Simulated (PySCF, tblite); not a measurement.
# C9H12Se: excited states

Wanted: excited states for C9H12Se (`C[Se]C1=CC=CC12CCC2`).

Programs: tblite 0.8.0 and PySCF 2.14.0, with routines of our own; each step states its level. All values are computed. Atoms count from 0.

## (1) The starting structure

22 atoms, charge 0, multiplicity 1; geometry from: force field or distance geometry start.

## (2) Geometry optimisation with GFN2-xTB

Job settings and geometry (Å):

```
{"job": {"kind": "relax", "xc": "GFN2-xTB", "basis": "xTB"}, "charge": 0, "multiplicity": 1}
C      2.740000     1.185800     0.729500
Se     1.411800     0.228900     1.786500
C      0.682600    -0.642800     0.247900
C      1.233600    -1.661000    -0.379700
C      0.382700    -2.087400    -1.471300
C     -0.699600    -1.318000    -1.524600
C     -0.635400    -0.314400    -0.414400
C     -1.850000    -0.284400     0.507600
C     -2.091400     1.161900     0.102700
C     -0.877100     1.132300    -0.808600
H      2.223800     1.845200    -0.006100
H      3.353900     1.807400     1.403900
H      3.376800     0.468200     0.204600
H      2.180400    -2.122800    -0.095100
H      0.589500    -2.887800    -2.161600
H     -1.494400    -1.415400    -2.235300
H     -2.679300    -0.954600     0.172900
H     -1.612400    -0.397400     1.583100
H     -1.973100     1.871100     0.960300
H     -3.040600     1.302000    -0.455300
H     -0.085500     1.839600    -0.466500
H     -1.146900     1.263000    -1.882600
```

On the command line:

```sh
$ OMP_NUM_THREADS=1 python excited_run.py task.json out
```

One launch serves the whole session: the jobs run in the order shown.

The log of the run:

```text
step      E/eV     max force
  0    -775.39673    1.859
  1    -775.52242    1.168
  2    -775.56808    0.545
  3    -775.60273    0.408
  4    -775.62274    0.364
  5    -775.63934    0.260
  6    -775.64723    0.160
  7    -775.65107    0.128
  8    -775.65308    0.103
  9    -775.65461    0.097
 10    -775.65618    0.093
 11    -775.65792    0.100
 12    -775.65983    0.106
 13    -775.66159    0.105
 14    -775.66295    0.085
 15    -775.66394    0.069
 16    -775.66482    0.067
 17    -775.66581    0.073
 18    -775.66692    0.083
 19    -775.66789    0.071
 20    -775.66859    0.058
 21    -775.66912    0.047
 22    -775.66955    0.048
 23    -775.66990    0.043
 24    -775.67018    0.037
 25    -775.67048    0.042
 26    -775.67092    0.060
 27    -775.67162    0.069
 28    -775.67248    0.075
 29    -775.67328    0.085
 30    -775.67398    0.090
 31    -775.67477    0.086
 32    -775.67589    0.094
 33    -775.67731    0.097
 34    -775.67858    0.074
 35    -775.67946    0.060
 36    -775.68029    0.062
 37    -775.68122    0.074
 38    -775.68204    0.083
 39    -775.68267    0.061
 40    -775.68326    0.060
 41    -775.68404    0.070
 42    -775.68520    0.084
 43    -775.68680    0.102
 44    -775.68860    0.113
 45    -775.69044    0.119
 46    -775.69278    0.147
 47    -775.68911    0.322
 48    -775.69739    0.156
 49    -775.69952    0.140
 50    -775.70598    0.146
 51    -775.70867    0.147
 52    -775.71588    0.128
 53    -775.71811    0.116
 54    -775.71997    0.135
 55    -775.72214    0.147
 56    -775.72585    0.151
 57    -775.73240    0.143
 58    -775.73460    0.193
 59    -775.73765    0.166
 60    -775.74641    0.238
 61    -775.75117    0.127
 62    -775.75348    0.124
 63    -775.75702    0.135
 64    -775.75927    0.157
 65    -775.76308    0.111
 66    -775.76577    0.109
 67    -775.76839    0.114
 68    -775.77109    0.117
 69    -775.77349    0.130
 70    -775.77558    0.133
 71    -775.77767    0.121
 72    -775.78077    0.139
 73    -775.78257    0.130
 74    -775.78472    0.118
 75    -775.78591    0.094
 76    -775.78708    0.089
 77    -775.78833    0.074
 78    -775.78967    0.114
 79    -775.79113    0.114
 80    -775.79264    0.080
 81    -775.79435    0.084
 82    -775.79564    0.086
 83    -775.79691    0.081
 84    -775.79777    0.103
 85    -775.79857    0.052
 86    -775.79919    0.060
 87    -775.79988    0.058
 88    -775.80037    0.040
 89    -775.80089    0.052
 90    -775.80127    0.049
 91    -775.80163    0.069
 92    -775.80197    0.042
 93    -775.80243    0.046
 94    -775.80292    0.062
 95    -775.80327    0.043
 96    -775.80357    0.040
 97    -775.80379    0.034
 98    -775.80403    0.036
 99    -775.80439    0.046
100    -775.80493    0.055
101    -775.80563    0.055
102    -775.80633    0.047
103    -775.80689    0.044
104    -775.80726    0.038
105    -775.80746    0.028
106    -775.80756    0.025
107    -775.80763    0.019
108    -775.80768    0.015
109    -775.80772    0.015
110    -775.80777    0.014
111    -775.80781    0.016
112    -775.80786    0.014
113    -775.80790    0.013
114    -775.80794    0.014
115    -775.80799    0.017
116    -775.80805    0.016
117    -775.80815    0.021
118    -775.80828    0.027
119    -775.80844    0.029
120    -775.80861    0.026
121    -775.80881    0.026
122    -775.80907    0.030
123    -775.80940    0.037
124    -775.80982    0.045
125    -775.81027    0.045
126    -775.81062    0.037
127    -775.81086    0.025
128    -775.81108    0.028
129    -775.81128    0.026
130    -775.81146    0.027
131    -775.81156    0.028
132    -775.81163    0.016
133    -775.81169    0.015
134    -775.81178    0.016
135    -775.81184    0.021
136    -775.81191    0.026
137    -775.81200    0.028
138    -775.81213    0.030
139    -775.81232    0.034
140    -775.81255    0.040
141    -775.81278    0.039
142    -775.81303    0.032
143    -775.81326    0.028
144    -775.81344    0.027
145    -775.81356    0.025
146    -775.81364    0.023
147    -775.81371    0.017
148    -775.81379    0.020
149    -775.81383    0.019
150    -775.81387    0.013
151    -775.81390    0.011
152    -775.81392    0.008
```

It took 1.2 s on 1 thread of Arm Neoverse V2, shared host; peak memory 0.18 GiB.

Relaxation path: (not every step is listed)

```csv
step,energy from step 0 (eV),largest force (eV/Å)
0,0.0000,1.8591
1,-0.1257,1.1680
2,-0.1713,0.5446
3,-0.2060,0.4081
4,-0.2260,0.3640
5,-0.2426,0.2599
6,-0.2505,0.1604
7,-0.2543,0.1280
8,-0.2563,0.1026
21,-0.2724,0.0472
34,-0.2818,0.0743
47,-0.2924,0.3215
60,-0.3497,0.2384
73,-0.3858,0.1298
86,-0.4025,0.0603
99,-0.4077,0.0460
112,-0.4111,0.0140
125,-0.4135,0.0448
138,-0.4154,0.0298
147,-0.4170,0.0175
148,-0.4171,0.0198
149,-0.4171,0.0186
150,-0.4171,0.0134
151,-0.4172,0.0110
152,-0.4172,0.0077
```

Close pairs (by a distance rule), those that changed most:

```csv
bond,before (Å),after (Å),change (Å)
C8–H18,1.119,1.088,-0.032
C2–C3,1.317,1.347,+0.031
C7–H16,1.118,1.087,-0.030
C6–C9,1.519,1.549,+0.030
C0–H10,1.115,1.087,-0.028
C9–H21,1.115,1.087,-0.028
Se1–C2,1.913,1.886,-0.027
C9–H20,1.115,1.090,-0.025
```

The end geometry stands in the next job.

## (3) Vibrational analysis with GFN2-xTB

Job settings and geometry (Å):

```
{"job": {"kind": "ir", "xc": "GFN2-xTB", "basis": "xTB"}, "charge": 0, "multiplicity": 1}
C      3.284625     0.660312     1.083670
Se     1.414510     1.196352     1.068510
C      0.734581    -0.102619    -0.118042
C      1.384738    -1.092530    -0.760685
C      0.429351    -1.830121    -1.557414
C     -0.790554    -1.299003    -1.404433
C     -0.723076    -0.138997    -0.468191
C     -1.754787    -0.151444     0.686491
C     -2.581981     0.910951    -0.044604
C     -1.389529     1.164845    -0.972426
H      3.691105     0.749821     0.079699
H      3.804900     1.333802     1.759283
H      3.360339    -0.362445     1.443497
H      2.432855    -1.326570    -0.716223
H      0.695653    -2.673671    -2.169891
H     -1.708127    -1.619552    -1.861610
H     -2.232052    -1.110242     0.874318
H     -1.313432     0.224221     1.609758
H     -2.912412     1.756660     0.553954
H     -3.437561     0.488814    -0.567556
H     -0.808065     2.039461    -0.680057
H     -1.591494     1.201341    -2.040271
```

The log of the run:

```text
mode    cm-1     km/mol
  1      37.8      3.63
  2      80.2      0.29
  3     100.5      0.46
  4     152.2      1.27
  5     167.6      0.10
  6     176.5      0.00
  7     193.0      0.41
  8     274.0      0.32
  9     308.8      0.01
 10     394.0      0.95
 11     498.2      1.67
 12     541.8      0.00
 13     554.2      0.19
 14     578.1     20.53
 15     728.8      4.78
 16     772.8     20.72
 17     782.2      1.87
 18     808.0      4.45
 19     830.2      0.05
 20     856.3      2.44
 21     866.8      1.18
 22     874.2     16.28
 23     881.2      7.11
 24     913.2     13.65
 25     965.7      7.68
 26    1033.8      0.03
 27    1043.7      0.66
 28    1044.7      1.70
 29    1062.4      0.54
 30    1065.6      0.14
 31    1091.0      3.10
 32    1166.9      0.21
 33    1181.8      0.01
 34    1188.1      1.29
 35    1217.4      6.02
 36    1236.7      0.14
 37    1252.0      8.20
 38    1259.8      0.95
 39    1275.7      4.88
 40    1282.5      7.72
 41    1323.7     13.39
 42    1433.7      4.21
 43    1436.9      6.21
 44    1452.9      0.78
 45    1457.9      0.31
 46    1485.8      0.27
 47    1520.9     69.48
 48    1617.2      2.05
 49    2980.9     24.36
 50    2982.2     10.63
 51    3008.5      6.52
 52    3008.7      6.06
 53    3015.0     60.13
 54    3018.8     10.93
 55    3019.5     47.71
 56    3022.8     59.03
 57    3032.1      9.44
 58    3117.4     28.96
 59    3131.5     44.94
 60    3142.9     37.12
```

Wall time 0.92 s (1 thread of Arm Neoverse V2, shared host); peak memory 0.18 GiB.

Which atoms move in the most intense modes:

```csv
cm⁻¹,km/mol,atoms
1521,69.5,"C2 40 %, C3 33 %, C5 15 %"
2981,24.4,"H20 70 %, H17 14 %"
3015,60.1,"H16 46 %, H21 46 %"
3020,47.7,H18 72 %
3023,59.0,"H19 58 %, H16 15 %, H21 14 %"
3117,29.0,H14 76 %
3132,44.9,H13 81 %
3143,37.1,"H15 77 %, H14 11 %"
```

## (4) Excited states: TDA wB97X-D/def2-SVP

Settings changed since step 3:

```diff
@@ -1,2 +1,2 @@
-{"job": {"kind": "ir", "xc": "GFN2-xTB", "basis": "xTB"}, "charge": 0, "multiplicity": 1}
+{"job": {"kind": "states", "xc": "wB97X-D", "basis": "def2-SVP", "tda": true, "soc": true, "nstates": 6, "ntriplets": 4, "nquad": 4}, "charge": 0, "multiplicity": 1}
 C      3.284625     0.660312     1.083670
```

With the program's defaults for keys left out, this is: TDA wB97X-D/def2-SVP excited states, vertical, gas phase, spin-orbit mean-field couplings.

The log of the run:

```text
coarse grid: 83616 points
cycle   1  E = -2751.0297457655  dE =  1.070e+00  |g| = 3.216e-01  |ddm| = 5.275e+00
cycle   2  E = -2751.0543636821  dE = -2.462e-02  |g| = 1.962e-01  |ddm| = 7.400e-01
cycle   3  E = -2751.0628929908  dE = -8.529e-03  |g| = 5.907e-02  |ddm| = 2.592e-01
cycle   4  E = -2751.0637683921  dE = -8.754e-04  |g| = 2.561e-02  |ddm| = 1.126e-01
cycle   5  E = -2751.0639377698  dE = -1.694e-04  |g| = 5.574e-03  |ddm| = 3.988e-02
cycle   6  E = -2751.0639489360  dE = -1.117e-05  |g| = 1.931e-03  |ddm| = 1.189e-02
cycle   7  E = -2751.0639508097  dE = -1.874e-06  |g| = 8.641e-04  |ddm| = 4.626e-03
final grid: 178416 points
cycle   8  E = -2751.0632342783  dE = -2.662e-06  |g| = 9.630e-04  |ddm| = 6.628e-03
cycle   9  E = -2751.0632343758  dE = -9.750e-08  |g| = 9.501e-04  |ddm| = 2.252e-03
cycle  10  E = -2751.0632345864  dE = -2.105e-07  |g| = 1.144e-04  |ddm| = 1.089e-03
cycle  11  E = -2751.0632345952  dE = -8.878e-09  |g| = 8.126e-05  |ddm| = 3.725e-04
cycle  12  E = -2751.0632345983  dE = -3.096e-09  |g| = 2.939e-05  |ddm| = 1.816e-04
cycle  13  E = -2751.0632345989  dE = -5.543e-10  |g| = 8.378e-06  |ddm| = 9.900e-05
converged SCF energy = -2751.0632345989

Singlet excitations
state   eV       nm        f     d(h-e)  d(exc)  Lambda  PR(NTO)  |dmu|/D   mu/D   main configurations
  1   4.6272   267.9   0.23937   0.964   3.099   0.736   1.066    2.797    3.210   H->L 0.96
  2   4.9316   251.4   0.00040   0.846   2.952   0.449   1.006    2.745    2.596   H->L+1 0.88
  3   6.3358   195.7   0.02189   0.721   3.162   0.727   1.129    2.041    2.441   H-1->L 0.92
  4   6.4155   193.3   0.00036   0.634   3.083   0.499   1.058    1.924    1.685   H->L+2 0.73, H->L+3 0.18
  5   6.7734   183.0   0.02289   0.730   2.931   0.709   1.909                     H-2->L 0.61, H->L+5 0.34
  6   7.0675   175.4   0.00191   0.757   3.065   0.478   1.329                     H-4->L 0.73, H-1->L+1 0.09

Triplet excitations (Tamm-Dancoff)
state   eV     d(h-e)  d(exc)  Lambda  PR(NTO)   main configurations
  1   2.7702   0.274   2.650   0.736   1.055   H->L 0.86, H-1->L 0.10
  2   4.4932   0.687   2.808   0.448   1.008   H->L+1 0.82, H-1->L+1 0.12
  3   4.8230   0.383   2.482   0.713   1.820   H-1->L 0.40, H->L+5 0.28, H-2->L 0.16
  4   5.7042   0.379   2.797   0.491   1.024   H->L+2 0.65, H->L+3 0.18
S1 - T1 = 1.8570 eV

Spin-orbit couplings |<S|Hso|T>| (cm-1)
             T1       T2       T3       T4
S0        1.701  678.463   11.302  565.561
S1        1.539  103.812    2.558   94.346
S2       88.663   13.431   60.815  278.836
S3        1.860  100.187    1.577   88.399
S4      126.078  263.814   94.489    4.853
S5        0.634   54.958    1.413   38.013
S6      112.179   14.231  113.462    6.650
T1 sublevels (cm-1): 0.000 0.618 0.676   radiative rates (1/s): 20 0.377 26.9
```

It took 66 s on 1 thread of Arm Neoverse V2, shared host; peak memory 1.2 GiB.

In short:

```csv
quantity,value
S1 less T1,1.86 eV
```

## (5) Excited states: TDA wB97X-D/cc-pVDZ

Settings changed since step 4:

```diff
@@ -1,2 +1,2 @@
-{"job": {"kind": "states", "xc": "wB97X-D", "basis": "def2-SVP", "tda": true, "soc": true, "nstates": 6, "ntriplets": 4, "nquad": 4}, "charge": 0, "multiplicity": 1}
+{"job": {"kind": "states", "xc": "wB97X-D", "basis": "cc-pVDZ", "tda": true, "soc": true, "nstates": 6, "ntriplets": 4, "nquad": 4, "grid": 3}, "charge": 0, "multiplicity": 1}
 C      3.284625     0.660312     1.083670
```

With the program's defaults for keys left out, this is: TDA wB97X-D/cc-pVDZ excited states, vertical, gas phase, spin-orbit mean-field couplings.

The log of the run:

```text
coarse grid: 83616 points
cycle   1  E = -2751.5620338211  dE =  1.226e+00  |g| = 3.124e-01  |ddm| = 8.827e+00
cycle   2  E = -2751.5861556758  dE = -2.412e-02  |g| = 1.959e-01  |ddm| = 1.130e+00
cycle   3  E = -2751.5952447128  dE = -9.089e-03  |g| = 5.620e-02  |ddm| = 4.003e-01
cycle   4  E = -2751.5960392913  dE = -7.946e-04  |g| = 2.580e-02  |ddm| = 1.436e-01
cycle   5  E = -2751.5962104447  dE = -1.712e-04  |g| = 5.129e-03  |ddm| = 4.925e-02
cycle   6  E = -2751.5962201678  dE = -9.723e-06  |g| = 2.164e-03  |ddm| = 1.416e-02
final grid: 265184 points
cycle   7  E = -2751.5950604008  dE = -3.891e-06  |g| = 2.254e-03  |ddm| = 1.391e-02
cycle   8  E = -2751.5950601581  dE =  2.427e-07  |g| = 2.702e-03  |ddm| = 7.349e-03
cycle   9  E = -2751.5950619589  dE = -1.801e-06  |g| = 2.487e-04  |ddm| = 3.872e-03
cycle  10  E = -2751.5950620003  dE = -4.142e-08  |g| = 1.417e-04  |ddm| = 7.734e-04
cycle  11  E = -2751.5950620161  dE = -1.578e-08  |g| = 3.772e-05  |ddm| = 5.841e-04
cycle  12  E = -2751.5950620172  dE = -1.164e-09  |g| = 1.764e-05  |ddm| = 1.443e-04
cycle  13  E = -2751.5950620174  dE = -1.792e-10  |g| = 4.272e-06  |ddm| = 6.892e-05
converged SCF energy = -2751.5950620174

Singlet excitations
state   eV       nm        f     d(h-e)  d(exc)  Lambda  PR(NTO)  |dmu|/D   mu/D   main configurations
  1   4.6074   269.1   0.22942   0.914   3.085   0.738   1.066    2.702    3.128   H->L 0.96
  2   4.9180   252.1   0.00042   0.879   2.983   0.445   1.006    2.855    2.705   H->L+1 0.88
  3   6.2598   198.1   0.00015   0.710   3.114   0.541   1.047    2.174    2.029   H->L+2 0.90
  4   6.3346   195.7   0.02273   0.759   3.184   0.722   1.134    2.141    2.537   H-1->L 0.91
  5   6.7537   183.6   0.02356   0.741   2.930   0.708   1.890                     H-2->L 0.62, H->L+5 0.33
  6   7.0190   176.6   0.00367   0.957   3.081   0.485   1.274                     H-4->L 0.59, H-3->L 0.24

Triplet excitations (Tamm-Dancoff)
state   eV     d(h-e)  d(exc)  Lambda  PR(NTO)   main configurations
  1   2.7775   0.270   2.649   0.736   1.053   H->L 0.86, H-1->L 0.10
  2   4.4921   0.713   2.835   0.443   1.008   H->L+1 0.82, H-1->L+1 0.12
  3   4.8419   0.361   2.478   0.711   1.823   H-1->L 0.39, H->L+5 0.28, H-2->L 0.16
  4   5.5963   0.448   2.848   0.534   1.022   H->L+2 0.82
S1 - T1 = 1.8299 eV

Spin-orbit couplings |<S|Hso|T>| (cm-1)
             T1       T2       T3       T4
S0        1.635  640.546   10.417  516.653
S1        1.417   94.807    2.274   82.393
S2       82.900   11.470   55.627  256.775
S3      110.607  242.982   80.227    4.429
S4        0.711   93.612    1.727   83.069
S5        0.359   51.460    1.005   33.840
S6       74.944    6.460   66.223    3.402
T1 sublevels (cm-1): 0.000 0.340 0.381   radiative rates (1/s): 9.52 0.304 38.4
```

It took 75 s on 1 thread of Arm Neoverse V2, shared host; peak memory 1.3 GiB.

In short:

```csv
quantity,value
S1 less T1,1.83 eV
```

## (6) Excited states: TDA HF/def2-SVP

Settings changed since step 5:

```diff
@@ -1,2 +1,2 @@
-{"job": {"kind": "states", "xc": "wB97X-D", "basis": "cc-pVDZ", "tda": true, "soc": true, "nstates": 6, "ntriplets": 4, "nquad": 4, "grid": 3}, "charge": 0, "multiplicity": 1}
+{"job": {"kind": "states", "xc": "HF", "basis": "def2-SVP", "tda": true, "soc": true, "nstates": 2, "ntriplets": 4, "nquad": 4, "scf": {"conv": 1e-11}}, "charge": 0, "multiplicity": 1}
 C      3.284625     0.660312     1.083670
```

Level: TDA HF/def2-SVP excited states, vertical, gas phase, spin-orbit mean-field couplings.

The log of the run:

```text
final grid: 178416 points
cycle   1  E = -2746.8902179452  dE =  1.929e+00  |g| = 5.512e-01  |ddm| = 5.038e+00
cycle   2  E = -2746.9995624597  dE = -1.093e-01  |g| = 2.061e-01  |ddm| = 9.967e-01
cycle   3  E = -2747.0111590668  dE = -1.160e-02  |g| = 9.216e-02  |ddm| = 4.133e-01
cycle   4  E = -2747.0138973767  dE = -2.738e-03  |g| = 2.024e-02  |ddm| = 1.785e-01
cycle   5  E = -2747.0140368202  dE = -1.394e-04  |g| = 6.381e-03  |ddm| = 3.409e-02
cycle   6  E = -2747.0140677071  dE = -3.089e-05  |g| = 2.466e-03  |ddm| = 1.796e-02
cycle   7  E = -2747.0140730494  dE = -5.342e-06  |g| = 8.926e-04  |ddm| = 7.852e-03
cycle   8  E = -2747.0140739040  dE = -8.547e-07  |g| = 3.297e-04  |ddm| = 3.488e-03
cycle   9  E = -2747.0140740187  dE = -1.146e-07  |g| = 1.602e-04  |ddm| = 1.230e-03
cycle  10  E = -2747.0140740417  dE = -2.301e-08  |g| = 6.746e-05  |ddm| = 4.813e-04
cycle  11  E = -2747.0140740483  dE = -6.597e-09  |g| = 2.585e-05  |ddm| = 2.871e-04
cycle  12  E = -2747.0140740490  dE = -6.758e-10  |g| = 6.396e-06  |ddm| = 1.158e-04
cycle  13  E = -2747.0140740490  dE = -3.820e-11  |g| = 2.703e-06  |ddm| = 1.989e-05
cycle  14  E = -2747.0140740490  dE =  1.364e-12  |g| = 7.806e-07  |ddm| = 9.453e-06
converged SCF energy = -2747.0140740490

Singlet excitations
state   eV       nm        f     d(h-e)  d(exc)  Lambda  PR(NTO)  |dmu|/D   mu/D   main configurations
  1   5.0398   246.0   0.22283   0.344   2.739   0.728   1.090    1.428    1.989   H->L 0.89
  2   5.5180   224.7   0.00027   0.548   2.703   0.399   1.013    2.175    2.271   H->L+1 0.59, H-1->L+1 0.15

Triplet excitations (Tamm-Dancoff)
state   eV     d(h-e)  d(exc)  Lambda  PR(NTO)   main configurations
  1   2.3157   0.119   2.381   0.707   1.191   H->L 0.73, H-1->L 0.14
  2   4.3147   0.046   2.157   0.632   2.029   H-2->L 0.24, H->L+6 0.21, H-1->L 0.14
  3   4.8340   0.446   2.587   0.397   1.021   H->L+1 0.54, H-1->L+1 0.18
  4   6.2339   0.281   2.640   0.443   1.050   H->L+8 0.30, H->L+4 0.28, H-1->L+8 0.09
S1 - T1 = 2.7242 eV

Spin-orbit couplings |<S|Hso|T>| (cm-1)
             T1       T2       T3       T4
S0        0.987    4.328  684.624  541.354
S1        0.507    0.061   62.865   49.888
S2       56.952   41.425   11.624  251.923
T1 sublevels (cm-1): 0.000 0.022 0.070   radiative rates (1/s): 1.43 0.00238 9.78
```

Run time: 25 s. Hardware: 1 thread of Arm Neoverse V2, shared host; peak memory 0.98 GiB.

In short:

```csv
quantity,value
S1 less T1,2.72 eV
```

[end of part 1 of 2]
